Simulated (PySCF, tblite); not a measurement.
**C₈H₉O radical: geometry, infrared bands and EPR parameters**

Wanted: the infrared bands and EPR parameters of C₈H₉O radical (`O=C1C=C[C@@H]([C@H]2[CH]C2)C1`), by calculation.

The runs use tblite 0.8.0 and PySCF 2.14.0, with density-fitted response routines of our own; the level of theory stands in each step. All values are computed, except where a source is named. Atoms are numbered from 0 throughout.

### Step 1. Starting geometry

18 atoms, charge 0, multiplicity 2; geometry from: force field or distance geometry start.

Bonds of the start (Å): O0–C1 1.24, C1–C2 1.46, C2–C3 1.35, C3–C4 1.51, C4–C5 1.50, C5–C6 1.45, C6–C7 1.44, C4–C8 1.53, C8–C1 1.49, C7–C5 1.49, C2–H9 1.06, C3–H10 1.08, C4–H11 1.10, C5–H12 1.09, C6–H13 1.08, C7–H14 1.08, C7–H15 1.07, C8–H16 1.10, C8–H17 1.10.

### Step 2. Geometry optimisation with GFN2-xTB

What the job is given:

```
{"job": {"kind": "relax", "xc": "GFN2-xTB", "basis": "xTB"}, "charge": 0, "multiplicity": 2}
O      3.233400     0.091000     1.435300
C      2.232700     0.035400     0.710100
C      2.191000    -0.816700    -0.475300
C      0.965600    -0.622900    -1.007200
C      0.082200     0.316200    -0.226800
C     -1.196400    -0.319100     0.247000
C     -2.360200     0.488500     0.538600
C     -2.405700    -0.352100    -0.629700
C      0.966800     0.788200     0.933700
H      2.986500    -1.432300    -0.820000
H      0.625100    -1.124500    -1.903800
H     -0.149400     1.172100    -0.879900
H     -1.029500    -1.153300     0.930200
H     -2.379300     1.566900     0.497400
H     -3.076700    -1.202200    -0.567800
H     -2.404800     0.158300    -1.573800
H      1.166400     1.867800     0.865600
H      0.543400     0.545200     1.914800
```

Run with:

```
OMP_NUM_THREADS=1 python probes_run.py task.json out
```

The driver reads the jobs from task.json and runs them one after another.

**Question.** This job is followed by: GFN2-xTB harmonic vibrations, gas phase; UKS B3LYP, pcH-1 on C H O, non-relativistic, mean-field spin-orbit, GIAO. Predict these results of the whole session: strongest single infrared mode (GFN2-xTB); zero-point energy (GFN2-xTB); g(iso) (B3LYP); ⟨S²⟩; largest a(iso); potential on the surface of density 0.002 e/bohr³, 1st and 99th percentile.

The runs gave:

| quantity | value |
| --- | --- |
| strongest single infrared mode (GFN2-xTB) | 1769 cm⁻¹, 517 km/mol |
| zero-point energy (GFN2-xTB) | 89.5 kcal/mol |
| g(iso) (B3LYP) | 2.00268 |
| ⟨S²⟩ | 0.753 (exact 0.75) |
| largest a(iso) | 13C on C6, 280.3 MHz |
| potential on the surface of density 0.002 e/bohr³, 1st and 99th percentile | -1.86 V and 1.17 V |

The optimisation took 46 steps and gained 0.297 eV; among the close pairs (by a distance rule), C1–C8 changed most, from 1.490 to 1.522 Å. All 48 modes are real, so the xTB geometry is a minimum. The strongest single mode, at 1769 cm⁻¹, moves mainly C1 and O0. Unscaled tight-binding wavenumbers are off by several per cent, some by more. Its intensities can rank the bands wrongly. Most of the unpaired spin sits on C6 (0.97 e). The isotropic g lies 0.4 ppt above the free-electron value. These values are for one conformer; the search (at its own cheap level) found 2 more, at 0.74, 1.22 kcal/mol, and measured spectra average over such forms.
